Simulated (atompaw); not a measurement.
**Pseudopotential generation for Ru: PAW (atompaw), PBE**

Do these settings give a usable potential? It is generated, then checked for scattering, ghosts and hardness.

Program: atompaw 4.2.0.5. Reference atom: PBE, scalar-relativistic, spherical and spin-unpolarised. All values are calculated.

## (1) Starting point

Typed settings, in words:

| Quantity | Value |
| --- | --- |
| element | ruthenium (Ru, Z = 44) |
| type | PAW |
| frozen core | [Ar] 3d10 |
| valence charge | 16 |
| reference configuration | 4s2 4p6 4d5 5s0 5p0 (charge +3) |
| partial waves | 4s (bound): rc 1.35 bohr; 5s (bound, empty): rc 2.05 bohr; 4p (bound): rc 1.75 bohr; 5p (bound, empty): rc 2.05 bohr; 4d (bound): rc 2.05 bohr; 4d channel at -0.3 Ry: rc 2.05 bohr |
| local potential | troulliermartins scheme with l = 3 at 1 Ry, radius 1.95 bohr |
| core correction | smooth core density matched at 1.55 bohr |
| augmentation charge | besselshape compensation charge, radius 1.65 bohr; PAW radius 2.05 bohr; waves and projectors: custom polynom2 7 10 vanderbiltortho |

The nodes and maxima of the atom's own shells, from an earlier all-electron run, set the scale for the radii.

All-electron outer shells of the reference configuration (PBE, scalar-relativistic, ld1.x):

```json
{"shell": "3d", "level (eV)": "-308.69", "outermost node (bohr)": "–", "outermost maximum (bohr)": "0.30"}
{"shell": "4s", "level (eV)": "-111.08", "outermost node (bohr)": "0.48", "outermost maximum (bohr)": "0.91"}
{"shell": "4p", "level (eV)": "-80.72", "outermost node (bohr)": "0.49", "outermost maximum (bohr)": "0.98"}
{"shell": "4d", "level (eV)": "-37.35", "outermost node (bohr)": "0.48", "outermost maximum (bohr)": "1.17"}
{"shell": "5s", "level (eV)": "-28.75", "outermost node (bohr)": "1.20", "outermost maximum (bohr)": "2.29"}
{"shell": "5p", "level (eV)": "-22.03", "outermost node (bohr)": "1.34", "outermost maximum (bohr)": "2.66"}
{"shell": "4f", "level (eV)": "-9.89", "outermost node (bohr)": "–", "outermost maximum (bohr)": "3.55"}
```

## (2) The generation run

The input, Ru.input:

```
Ru 44
GGA-PBE scalarrelativistic loggrid 1500 logderivrange -10 5 376
5 5 4 0 0 0
5 0 0
5 1 0
4 2 5
0 0 0
c
c
c
v
v
c
c
v
v
c
v
2
2.05 1.65 1.95 1.55
n
n
y
-0.3
n
custom polynom2 7 10 vanderbiltortho besselshape
3 1 troulliermartins
1.35
2.05
1.75
2.05
2.05
2.05
PWSCFOUT
UPFDX 0.0125d0 UPFXMIN -7.d0 UPFZMESH 44.d0
END
```

On the command line:

```bash
$ atompaw < Ru.input > Ru.log
```

What does the calculation give? Wanted: cutoffs for 10 and 1 mRy, occupied levels; bound ghosts; largest phase difference near zero energy, channels read; lowest eigenvalue of the overlap; share of valence orbitals outside the PAW sphere; UPF file.

As calculated:

| quantity | value |
| --- | --- |
| cutoffs for 10 and 1 mRy, occupied levels | 25 Ry and 80 Ry |
| bound ghosts | none found |
| largest phase difference near zero energy, channels read | 0.020 rad |
| lowest eigenvalue of the overlap (Bessel basis) | 0.496 (s) |
| share of valence orbitals outside the PAW sphere | 4s 1 %, 5s 73 %, 4p 2 %, 5p 85 %, 4d 14 % |
| UPF file | written |

In words: It counts as soft on the atom at that tolerance, with 25 Ry needed at the looser tolerance. The tighter tolerance needs 80 Ry, and converged work needs a cutoff nearer that. No bound ghost shows below the valence levels. Near zero energy the phases of the channels with partial waves agree within 0.020 rad. These are tests on the free atom; a crystal test is still owed.
